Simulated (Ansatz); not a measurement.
**Cu: energy and pressure over a range of volumes**

How stiff is Cu, and at what volume does the pressure vanish? The cell is scaled evenly, atoms carried along, and solved with LAPW, PAW and all-electron datasets made for the crystal.

Computed with Ansatz 0.2.0 (DFT PBEsol, scalar-relativistic, unless a step's input says otherwise).

## Step 1: The starting structure

Symmetry: Fm-3m, No. 225, cubic system. The conventional cell has a = 3.615 Å, b = 3.615 Å, c = 3.615 Å, α = 90.00°, β = 90.00°, γ = 90.00°. Cu (site symmetry m-3m) is surrounded by 12 Cu at 2.56 Å.

Coordinates:

```cif
data_structure
_symmetry_space_group_name_H-M 'Fm-3m'
_symmetry_Int_Tables_number 225
_cell_length_a 3.6150
_cell_length_b 3.6150
_cell_length_c 3.6150
_cell_angle_alpha 90.000
_cell_angle_beta 90.000
_cell_angle_gamma 90.000
_cell_volume 47.24
loop_
_atom_site_label
_atom_site_type_symbol
_atom_site_symmetry_multiplicity
_atom_site_Wyckoff_symbol
_atom_site_fract_x
_atom_site_fract_y
_atom_site_fract_z
_atom_site_occupancy
Cu1 Cu 4 a 0.00000 0.00000 0.00000 1
```

The file gives the conventional cell by its symmetry; the runs use the cell typed in the input.

## Step 2: Volume × 0.96, LAPW

Contents of input.yaml:

```yaml
crystal:
  lattice:
    - [0.0, 1.7830713297, 1.7830713297]
    - [1.7830713297, 0.0, 1.7830713297]
    - [1.7830713297, 1.7830713297, 0.0]
  atoms:
    - { symbol: Cu, position: [0.0, 0.0, 0.0] }
kpoints:
  mp_grid: { grid: [17, 17, 17] }
  band_path:
    path:
      - [0.0, 0.0, 0.0]
      - [0.5, 0.0, 0.5]
      - [0.625, 0.25, 0.625]
      - [0.375, 0.375, 0.75]
      - [0.0, 0.0, 0.0]
      - [0.5, 0.5, 0.5]
      - [0.5, 0.25, 0.75]
      - [0.5, 0.0, 0.5]
    npoints: 5
scf:
  occupations: { method: fermi_dirac, width: 0.03 }
hamiltonian:
  xc: pbesol
  pseudopotentials: { kind: all_electron, lapw: { basis_error: 0.00025 } }
output:
  forces: true
  stress: true
  eigenvalues: true
```

Started as:

```
$ ansatz run input.yaml --threads 1 --pin off --max-ram 3072MiB --backend cpu --events-out ev --progress --plain --runs-dir out
```

## Step 3: Volume × 0.96, PAW

Contents of input.yaml:

```yaml
crystal:
  lattice:
    - [0.0, 1.7830713297, 1.7830713297]
    - [1.7830713297, 0.0, 1.7830713297]
    - [1.7830713297, 1.7830713297, 0.0]
  atoms:
    - { symbol: Cu, position: [0.0, 0.0, 0.0] }
kpoints:
  mp_grid: { grid: [17, 17, 17] }
scf:
  occupations: { method: fermi_dirac, width: 0.03 }
hamiltonian:
  xc: pbesol
  pseudopotentials: { kind: paw }
output:
  forces: true
  stress: true
  eigenvalues: true
  efg: { contact_densities: true }
  write_density: true
  write_potential: true
  elf: true
  volumetric_format: npy
```

## Step 4: Volume × 0.96, crystal datasets

input.yaml: that of step 3 with these lines changed.

```diff
@@ -13,3 +13,3 @@
   xc: pbesol
-  pseudopotentials: { kind: paw }
+  pseudopotentials: { kind: all_electron, datasets: crystal }
 output:
@@ -19,5 +19 @@
   efg: { contact_densities: true }
-  write_density: true
-  write_potential: true
-  elf: true
-  volumetric_format: npy
```

## Step 5: Volume × 0.99, LAPW

Contents of input.yaml:

```yaml
crystal:
  lattice:
    - [0.0, 1.8014548043, 1.8014548043]
    - [1.8014548043, 0.0, 1.8014548043]
    - [1.8014548043, 1.8014548043, 0.0]
  atoms:
    - { symbol: Cu, position: [0.0, 0.0, 0.0] }
kpoints:
  mp_grid: { grid: [17, 17, 17] }
  band_path:
    path:
      - [0.0, 0.0, 0.0]
      - [0.5, 0.0, 0.5]
      - [0.625, 0.25, 0.625]
      - [0.375, 0.375, 0.75]
      - [0.0, 0.0, 0.0]
      - [0.5, 0.5, 0.5]
      - [0.5, 0.25, 0.75]
      - [0.5, 0.0, 0.5]
    npoints: 5
scf:
  occupations: { method: fermi_dirac, width: 0.03 }
hamiltonian:
  xc: pbesol
  pseudopotentials: { kind: all_electron, lapw: { basis_error: 0.00025 } }
output:
  forces: true
  stress: true
  eigenvalues: true
```

## Step 6: Volume × 0.99, PAW

Contents of input.yaml:

```yaml
crystal:
  lattice:
    - [0.0, 1.8014548043, 1.8014548043]
    - [1.8014548043, 0.0, 1.8014548043]
    - [1.8014548043, 1.8014548043, 0.0]
  atoms:
    - { symbol: Cu, position: [0.0, 0.0, 0.0] }
kpoints:
  mp_grid: { grid: [17, 17, 17] }
scf:
  occupations: { method: fermi_dirac, width: 0.03 }
hamiltonian:
  xc: pbesol
  pseudopotentials: { kind: paw }
output:
  forces: true
  stress: true
  eigenvalues: true
  efg: { contact_densities: true }
```

## Step 7: Volume × 0.99, crystal datasets

input.yaml: that of step 6 with these lines changed.

```diff
@@ -13,3 +13,3 @@
   xc: pbesol
-  pseudopotentials: { kind: paw }
+  pseudopotentials: { kind: all_electron, datasets: crystal }
 output:
```

## Step 8: Volume × 1.02, LAPW

Contents of input.yaml:

```yaml
crystal:
  lattice:
    - [0.0, 1.8194705475, 1.8194705475]
    - [1.8194705475, 0.0, 1.8194705475]
    - [1.8194705475, 1.8194705475, 0.0]
  atoms:
    - { symbol: Cu, position: [0.0, 0.0, 0.0] }
kpoints:
  mp_grid: { grid: [17, 17, 17] }
  band_path:
    path:
      - [0.0, 0.0, 0.0]
      - [0.5, 0.0, 0.5]
      - [0.625, 0.25, 0.625]
      - [0.375, 0.375, 0.75]
      - [0.0, 0.0, 0.0]
      - [0.5, 0.5, 0.5]
      - [0.5, 0.25, 0.75]
      - [0.5, 0.0, 0.5]
    npoints: 5
scf:
  occupations: { method: fermi_dirac, width: 0.03 }
hamiltonian:
  xc: pbesol
  pseudopotentials: { kind: all_electron, lapw: { basis_error: 0.00025 } }
output:
  forces: true
  stress: true
  eigenvalues: true
```

## Step 9: Volume × 1.02, PAW

Contents of input.yaml:

```yaml
crystal:
  lattice:
    - [0.0, 1.8194705475, 1.8194705475]
    - [1.8194705475, 0.0, 1.8194705475]
    - [1.8194705475, 1.8194705475, 0.0]
  atoms:
    - { symbol: Cu, position: [0.0, 0.0, 0.0] }
kpoints:
  mp_grid: { grid: [17, 17, 17] }
scf:
  occupations: { method: fermi_dirac, width: 0.03 }
hamiltonian:
  xc: pbesol
  pseudopotentials: { kind: paw }
output:
  forces: true
  stress: true
  eigenvalues: true
  efg: { contact_densities: true }
  write_density: true
  write_potential: true
  elf: true
  volumetric_format: npy
```

## Step 10: Volume × 1.02, crystal datasets

input.yaml: that of step 9 with these lines changed.

```diff
@@ -13,3 +13,3 @@
   xc: pbesol
-  pseudopotentials: { kind: paw }
+  pseudopotentials: { kind: all_electron, datasets: crystal }
 output:
@@ -19,5 +19 @@
   efg: { contact_densities: true }
-  write_density: true
-  write_potential: true
-  elf: true
-  volumetric_format: npy
```

## Step 11: Volume × 1.06, LAPW

Contents of input.yaml:

```yaml
crystal:
  lattice:
    - [0.0, 1.8429501765, 1.8429501765]
    - [1.8429501765, 0.0, 1.8429501765]
    - [1.8429501765, 1.8429501765, 0.0]
  atoms:
    - { symbol: Cu, position: [0.0, 0.0, 0.0] }
kpoints:
  mp_grid: { grid: [17, 17, 17] }
  band_path:
    path:
      - [0.0, 0.0, 0.0]
      - [0.5, 0.0, 0.5]
      - [0.625, 0.25, 0.625]
      - [0.375, 0.375, 0.75]
      - [0.0, 0.0, 0.0]
      - [0.5, 0.5, 0.5]
      - [0.5, 0.25, 0.75]
      - [0.5, 0.0, 0.5]
    npoints: 5
scf:
  occupations: { method: fermi_dirac, width: 0.03 }
hamiltonian:
  xc: pbesol
  pseudopotentials: { kind: all_electron, lapw: { basis_error: 0.00025 } }
output:
  forces: true
  stress: true
  eigenvalues: true
```

## Step 12: Volume × 1.06, PAW

Contents of input.yaml:

```yaml
crystal:
  lattice:
    - [0.0, 1.8429501765, 1.8429501765]
    - [1.8429501765, 0.0, 1.8429501765]
    - [1.8429501765, 1.8429501765, 0.0]
  atoms:
    - { symbol: Cu, position: [0.0, 0.0, 0.0] }
kpoints:
  mp_grid: { grid: [17, 17, 17] }
scf:
  occupations: { method: fermi_dirac, width: 0.03 }
hamiltonian:
  xc: pbesol
  pseudopotentials: { kind: paw }
output:
  forces: true
  stress: true
  eigenvalues: true
  efg: { contact_densities: true }
```

## Step 13: Volume × 1.06, crystal datasets

input.yaml: that of step 12 with these lines changed.

```diff
@@ -13,3 +13,3 @@
   xc: pbesol
-  pseudopotentials: { kind: paw }
+  pseudopotentials: { kind: all_electron, datasets: crystal }
 output:
```

(Steps that only read results are left out.)

Before running it: what results should come out?

The runs gave:

| quantity | value |
| --- | --- |
| pressure at 11.34 Å³/atom (LAPW) | -0.56 GPa |
| pressure at 12.52 Å³/atom (LAPW) | -13.40 GPa |

What this shows: Over this range the mean stiffness −dP/dlnV is 130 GPa by LAPW; the pressure keeps one sign, so equilibrium lies outside the range. No thermal or zero-point expansion is included.
